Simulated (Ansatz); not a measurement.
The system is SrMg6Sn.

```
Sn Sr Mg
1.0
     5.25936    0.00000    0.00000
     0.00000    3.27868    6.06243
     0.00000   -3.27868    6.06243
Sn Sr Mg
1 1 6
Direct
  0.50000 0.16301 0.16301
  0.50000 0.67089 0.67089
  0.00000 0.84262 0.84262
  0.00000 0.33429 0.33429
  0.00000 0.31734 0.83459
  0.00000 0.83459 0.31734
  0.50000 0.16728 0.66997
  0.50000 0.66997 0.16728
```

The cell comes from a database or a generator and needn't be the stable form of this composition.

```yaml
Program: Ansatz 0.2.0
Task: single point
Functional: PBE
Potentials_or_basis: Ansatz PAW
Cutoff: "420 eV (not typed: the program's choice for these potentials)"
k_mesh: 5 × 5 × 5
Occupations: fermi-dirac, width 0.05 eV
Spin: no spin polarisation
```

On this cell: pressure -0.1 GPa; largest force 0.071 eV/Å; band gap on the k mesh none (metal or under the smearing width).

The same run follows on a disturbed copy (atoms moved at random, drawn with an rms of 0.05 Å):

```xyz
8
Lattice="5.2594 0.0000 0.0000 0.0000 3.2787 6.0624 0.0000 -3.2787 6.0624" Properties=species:S:1:pos:R:3 pbc="T T T"
Sn    2.6070    0.0240    2.0264
Sr    2.6552   -0.0111    8.1421
Mg    0.0161   -0.0065   10.2589
Mg   -0.0258   -0.0034    4.1032
Mg   -0.0007   -1.6440    6.9407
Mg   -0.0119    1.7031    6.9745
Mg    2.6185   -1.6057    5.0472
Mg    2.6516    1.6753    5.0388
```

**Question.** What does the disturbed cell give?

**Answer.** The energy (extrapolated to zero smearing) moves by +3.0 meV/atom; pressure 0.0 GPa; largest force 0.242 eV/Å; band gap on the k mesh none (metal or under the smearing width).

Forces on the atoms (eV/Å):
```
Sn   0.024 -0.130 -0.133
Sr  -0.126  0.207 -0.003
Mg  -0.001  0.042 -0.039
Mg   0.040  0.037 -0.141
Mg   0.030 -0.102  0.030
Mg   0.079  0.045  0.027
Mg   0.018 -0.054  0.072
Mg  -0.064 -0.045  0.187
```

Stress tensor (GPa, compression positive):
```
-0.37  0.03 -0.08
 0.03  0.10 -0.01
-0.08 -0.01  0.21
```
